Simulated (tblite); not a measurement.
# C5H14NSi: the cost of one run

Computed with tblite 0.8.0 and PySCF 2.14.0, with density-fitted response routines of our own, on a single molecule in the gas phase. Atoms count from 0, in the outputs and in this text.

## (1) The starting structure

21 atoms, charge 0, multiplicity 2; geometry from: force field or distance geometry start.

Bonds of the start (Å): C0–C1 1.50, C1–C2 1.53, C1–C3 1.53, C1–C4 1.47, C4–N5 1.42, N5–Si6 1.79, C0–H7 1.13, C0–H8 1.13, C2–H9 1.11, C2–H10 1.10, C2–H11 1.12, C3–H12 1.11, C3–H13 1.09, C3–H14 1.12, C4–H15 1.12, C4–H16 1.13, N5–H17 1.05, Si6–H18 1.46, Si6–H19 1.48, Si6–H20 1.48.

## (2) Optimising the geometry with GFN2-xTB

Job settings and geometry (Å):

```
{"job": {"kind": "relax", "xc": "GFN2-xTB", "basis": "xTB"}, "charge": 0, "multiplicity": 2}
C     -0.120500    -0.206000     1.512600
C     -0.648300    -0.174000     0.112300
C     -1.814900    -1.149300    -0.041800
C     -1.239900     1.205900    -0.175400
C      0.299800    -0.512200    -0.960100
N      1.452400     0.301500    -1.123000
Si     2.550700     0.354700     0.284100
H      0.255800     0.813500     1.836700
H     -1.020000    -0.371400     2.180900
H     -2.683600    -0.690800     0.482600
H     -1.548800    -2.149700     0.317200
H     -2.065400    -1.137000    -1.134900
H     -1.784600     1.195900    -1.144200
H     -0.498300     2.003700    -0.087300
H     -1.992300     1.363500     0.641000
H      0.549200    -1.599200    -0.880200
H     -0.274900    -0.423100    -1.927700
H      2.014500    -0.088600    -1.916800
H      2.258700    -0.731700     1.221600
H      3.966900     0.354400    -0.147600
H      2.334500     1.656800     0.949700
```

On the command line:

```bash
$ OMP_NUM_THREADS=1 python probes_run.py task.json out
```

The driver reads the jobs from task.json and runs them one after another.

Q: Estimate the wall time and peak memory of this first job on 1 thread of AMD EPYC, shared host.

About 1.6 s, with a peak of 0.18 GiB.
